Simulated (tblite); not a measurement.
# C3H9FGeSi: the cost of one run

The runs use tblite 0.8.0 and PySCF 2.14.0, with density-fitted response routines of our own; the level of theory stands in each step. All values are computed, except where a source is named. Atoms count from 0, in the outputs and in this text.

**1. The starting structure**

15 atoms, charge 0, multiplicity 1; geometry from: force field or distance geometry start.

Bonds of the start (Å): C0–C1 1.31, C1–Ge2 1.93, Ge2–F3 1.76, Ge2–C4 1.94, C4–Si5 1.88, C0–H6 1.09, C0–H7 1.07, C1–H8 1.10, Ge2–H9 1.53, C4–H10 1.11, C4–H11 1.10, Si5–H12 1.48, Si5–H13 1.47, Si5–H14 1.47.

**2. Geometry optimisation with GFN2-xTB**

The job: settings as JSON, then the geometry in Å.

```
{"job": {"kind": "relax", "xc": "GFN2-xTB", "basis": "xTB"}, "charge": 0, "multiplicity": 1}
C     -3.061900     0.247100    -0.113800
C     -1.970700    -0.360800     0.285200
Ge    -0.348100     0.006500    -0.690600
F     -0.550100    -0.614800    -2.326300
C      1.186100    -0.831200     0.144500
Si     2.562900     0.443600     0.070700
H     -3.011800     0.920000    -0.965700
H     -3.969500     0.063600     0.422800
H     -1.947600    -1.050800     1.141200
H     -0.181000     1.528600    -0.769800
H      1.550300    -1.714800    -0.429400
H      1.005800    -1.037700     1.209100
H      2.290600     1.556800     1.000300
H      3.892700    -0.145500     0.282500
H      2.547900     0.997500    -1.294000
```

Launch:

```console
OMP_NUM_THREADS=1 python probes_run.py task.json out
```

The driver reads the jobs from task.json and runs them one after another.

**Question.** How long does this first job take on 1 thread of AMD EPYC, shared host, and how much memory does it need?

About 2.3 s, with a peak of 0.18 GiB.
